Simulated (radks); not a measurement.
# Er inside a hard spherical wall

The task here is to estimate one member of a computed series from the others.

Method: scalar-relativistic Kohn-Sham, PBE, spin-polarised, spherical densities, finite nucleus; open shells are filled with parallel spins first. Code: radks (a radial shooting solver on a logarithmic mesh, Libxc functionals) version 1.

### The system

| Property | Result |
| --- | --- |
| element | erbium (Z = 68) |
| charge | 0 |
| electrons | 68 |
| configuration | [Xe] 4f12 6s2 |
| nuclear rms radius | 5.2516 fm |

Outer shells as boxes (Hund's rule):

Er
```
[Xe] core
4f [↑↓][↑↓][↑↓][↑↓][↑↓][↑ ][↑ ]
6s [↑↓]
```

The first run:

The run's settings:

```text
Z 68
configuration [Xe] 4f12 6s2 5d0 6p0 7s0
relativity scalar-relativistic
functional pbe,pbe
spin polarised
nucleus finite rms 5.2516 fm
c 137.035999084
```

Steps of the session up to this table: The free atom; Wall at 20 bohr; Wall at 15 bohr; Wall at 10 bohr; Wall at 8 bohr; Wall at 7 bohr; Wall at 6 bohr; Wall at 4 bohr; Wall at 3 bohr; Wall at 2.5 bohr; Wall at 2 bohr.

One of the session's tables, all rows but one given; the rest of the session is left out.

| R (bohr) | E − E(free) (eV) | ε(4f) (eV) | ε(6p, empty) (eV) | ε(5d, empty) (eV) | ε(7s, empty) (eV) |
| --- | --- | --- | --- | --- | --- |
| free | 0.000 | -3.854 | -1.141 | -0.970 | - |
| 20 | 0.000 | -3.854 | -1.140 | -0.970 | 0.017 |
| 15 | 0.000 | -3.852 | -1.125 | -0.965 | 0.341 |
| 10 | 0.061 | -3.707 | -0.790 | -0.801 | 2.456 |
| 8 | 0.415 | -3.239 | 0.074 | -0.317 | 5.941 |
| 7 | 1.061 | -2.678 | 1.160 | 0.271 | 9.653 |
| 6 | 2.729 | -1.688 | 3.337 | 1.357 | 16.379 |
| 4 | ? | ? | ? | ? | ? |
| 3 | 84.098 | 14.894 | 55.777 | 21.735 | 139.56 |
| 2.5 | 195.11 | 28.990 | 103.74 | 40.206 | 237.64 |
| 2 | 527.08 | 59.055 | 214.09 | 84.564 | 449.58 |

Q: Estimate the row for R (bohr) = 4 from the others.

Worked estimate for «E − E(free) (eV)». A straight line through the neighbours (6, 2.729) and (3, 84.098) gives 2.729 + (84.098 − 2.729) × (4 − 6) / (3 − 6) = 56.975; a parabola fitted to 4 rows on both sides gives 36.489.

The run gave: E − E(free) (eV): 21.727; ε(4f) (eV): 3.892; ε(6p, empty) (eV): 19.709; ε(5d, empty) (eV): 8.070; ε(7s, empty) (eV): 59.069. In «E − E(free) (eV)» the line misses by +35.248 and the parabola by +14.762.

What this shows: Eigenvalues are for spin up. From R = 4 bohr inwards the highest occupied level lies above zero, pushed up by confinement. Shells are not refilled when levels cross, and a hard wall is a model, not a crystal.
